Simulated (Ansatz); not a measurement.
**LuGaN2 (ordered alloy on rocksalt lattice): independent-particle optics**

How does LuGaN2 (ordered alloy on rocksalt lattice) absorb light if electrons and holes don't interact? Plan: HSE06 for the gap; optics with PBE on 8×8×8; optics with r2SCAN on 8×8×8; optics with PBE and scissors to the HSE06 gap on 8×8×8; optics with PBE with spin-orbit coupling on 6×6×6.

Method: plane waves, PAW; no local fields, no excitons, in Ansatz 0.2.0.

1 further run of the same task is left out (it didn't finish).

## 1. Starting point

It takes space group R-3m (No. 166, trigonal). Conventional cell: a = 3.218 Å, b = 3.218 Å, c = 15.201 Å, α = 90.00°, β = 90.00°, γ = 120.00°. Ga (site symmetry -3m) has 6 N at 2.20 Å as nearest neighbours. Lu (site symmetry -3m) has 6 N at 2.30 Å as nearest neighbours. Around N (site symmetry 3m) lie 3 Ga at 2.20 Å and 3 Lu at 2.30 Å.

As a file:

```
CELL_PARAMETERS angstrom
1.60905 0.92899 5.06700
-1.60905 0.92899 5.06700
0.00000 -1.85797 5.06700
ATOMIC_POSITIONS crystal
Ga 0.00000 0.00000 0.00000
Lu 0.50000 0.50000 0.50000
N 0.25638 0.25638 0.25638
N 0.74362 0.74362 0.74362
```

Cell and atoms come from an earlier r2SCAN relaxation. Spin-orbit coupling, which matters for Lu, is in the runs so named alone.

## 2. HSE06 levels at special points

File input.yaml:

```yaml
crystal:
  lattice:
    - [1.6090532517, 0.928987328, 5.0670006812]
    - [-1.6090532517, 0.928987328, 5.0670006812]
    - [0.0, -1.857974656, 5.0670006812]
  atoms:
    - { symbol: Ga, position: [1.0, 0.0, 0.0] }
    - { symbol: Lu, position: [0.5, 0.5, 0.5] }
    - { symbol: "N", position: [0.256382637, 0.256382637, 0.256382637] }
    - { symbol: "N", position: [0.743617363, 0.743617363, 0.743617363] }
kpoints:
  mp_grid: { grid: [6, 6, 6] }
  band_path:
    path:
      - [0.0, 0.0, 0.0]
      - [0.5, 0.5, 0.5]
      - [0.8109241311, 0.1890758689, 0.5]
      - [0.5, -0.1890758689, 0.1890758689]
      - [0.5, 0.0, 0.0]
      - [0.3445379344, -0.3445379344, 0.0]
      - [0.6554620656, 0.0, 0.3445379344]
      - [0.5, 0.0, 0.5]
      - [0.0, 0.5, 0.5]
    npoints: 1
hamiltonian:
  xc: hse06
scf:
  occupations: { method: fixed }
  n_extra_bands: 5
output:
  forces: true
  stress: true
  eigenvalues: true
  write_density: true
  write_potential: true
  elf: true
  volumetric_format: npy
```

Command:

```
ansatz run input.yaml --threads 4 --pin off --max-ram 3686MiB --backend cpu --events-out ev --progress --plain --runs-dir out
```

The runs that follow: Optics, PBE; Optics, r2SCAN; Optics, PBE with a scissors shift; Optics, PBE with spin-orbit coupling.

Before running them: what should the planned runs give, taken together? Wanted: ε∞, PBE; ε∞, r2SCAN; ε∞, PBE with spin-orbit coupling; tallest peak of ε₂, PBE; tallest peak of ε₂, r2SCAN; tallest peak of ε₂, PBE with spin-orbit coupling; HSE06 direct gap.

The runs gave:

```
                                        quantity                     value
                                         ε∞, PBE  9.38 (xx, yy), 8.94 (zz)
                                      ε∞, r2SCAN  8.14 (xx, yy), 7.66 (zz)
                      ε∞, PBE + 1.32 eV scissors  7.80 (xx, yy), 7.41 (zz)
                ε∞, PBE with spin-orbit coupling  9.27 (xx, yy), 8.82 (zz)
                         tallest peak of ε₂, PBE           12.6 at 3.75 eV
                      tallest peak of ε₂, r2SCAN           10.9 at 4.20 eV
      tallest peak of ε₂, PBE + 1.32 eV scissors           12.6 at 5.05 eV
tallest peak of ε₂, PBE with spin-orbit coupling           12.7 at 3.70 eV
                                HSE06 direct gap                   3.09 eV
```

In words: PBE + 1.32 eV scissors has the widest direct gap (3.09 eV) and PBE with spin-orbit coupling the narrowest (1.74 eV); ε∞ is 7.67 and 9.12 (mean of the axes). Spin-orbit coupling moves the direct gap by -0.03 eV; ε∞ doesn't compare between these two runs, as the bands summed differ. The meshes differ between the runs, and peak heights and places move with the mesh, so part of any difference isn't the level's. The response is anisotropic: with PBE ε∞ is 9.38 (xx, yy), 8.94 (zz). Local fields and excitons are left out: both change ε∞, and without excitons the onset lacks its lines.
